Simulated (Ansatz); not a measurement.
# C2H7AlSSi: the cost of one run

Program: Ansatz 0.2.0, Gaussian basis. Level of theory: functionals in def2-TZVPP, the program's frozen cores in correlated methods. These are calculated values, not measurements.

Plan: PBE-D4, r2SCAN-D4, PBE0-D4, B3LYP-D4, ωB97X-V, ωB97M-V, B2PLYP; CCSD(T)/def2-TZVPP; MP2/def2-QZVPP; extrapolation to the limit.

## 1. The relaxed structure

The geometry comes from an earlier relaxation with PBE0-D4 in a triple-zeta def2 set; it is a stationary point, not always the lowest conformer.

SMILES `C[C]1([SiH3])[AlH][S]1`, 12 atoms, charge 0, spin multiplicity 1.

Atoms are counted from 1 here; the program's logs count them from 0.

Bond lengths: C1–C2 1.513 Å, C1–H6 1.096 Å, C1–H7 1.094 Å, C1–H8 1.095 Å, C2–Si3 1.858 Å, C2–Al4 1.925 Å, C2–S5 1.935 Å, Si3–H9 1.490 Å, Si3–H10 1.493 Å, Si3–H11 1.492 Å, Al4–S5 2.117 Å, Al4–H12 1.568 Å. Angles: C2–C1–H6 111.7°, C2–C1–H7 112.4°, C2–C1–H8 110.1°, H6–C1–H7 107.1°, H6–C1–H8 107.6°, H7–C1–H8 107.8°, C1–C2–Si3 116.9°, C1–C2–Al4 124.7°, C1–C2–S5 113.3°, Si3–C2–Al4 114.5°, Si3–C2–S5 108.0°, Al4–C2–S5 66.5°, C2–Si3–H9 112.8°, C2–Si3–H10 108.8°, C2–Si3–H11 110.3°, H9–Si3–H10 108.4°, H9–Si3–H11 108.6°, H10–Si3–H11 107.9° and more.

## 2. PBE-D4 (GGA)

in.yaml

```yaml
crystal:
  periodic: [false, false, false]
  atoms:
    - {symbol: C, position_ang: [-1.388882, 0.402614, 0.616279]}
    - {symbol: C, position_ang: [-0.124777, 0.158441, -0.178867]}
    - {symbol: Si, position_ang: [1.346370, -0.484937, 0.756072]}
    - {symbol: Al, position_ang: [-0.067246, -0.158731, -2.076953]}
    - {symbol: S, position_ang: [0.444779, 1.699749, -1.200867]}
    - {symbol: H, position_ang: [-1.228894, 1.133879, 1.416795]}
    - {symbol: H, position_ang: [-2.206248, 0.780035, -0.004861]}
    - {symbol: H, position_ang: [-1.725261, -0.529116, 1.082495]}
    - {symbol: H, position_ang: [1.932320, 0.528115, 1.678634]}
    - {symbol: H, position_ang: [2.395775, -0.894568, -0.222969]}
    - {symbol: H, position_ang: [0.966949, -1.689232, 1.551833]}
    - {symbol: H, position_ang: [-0.267986, -1.001453, -3.383493]}
basis:
  gaussian: {orbitals: def2-TZVPP}
hamiltonian: {xc: pbe, dispersion: d4}
output: {forces: true, orbitals: {seedname: orbitals}}
```

On the command line:

```sh
ansatz run in.yaml --threads 4 --pin off --events-out ev --progress --plain --max-ram 10444MiB
```

Q: Estimate wall time and peak memory on 4 threads of Arm Neoverse V1, shared host.

About 3.8 s, with a peak of 0.46 GiB.
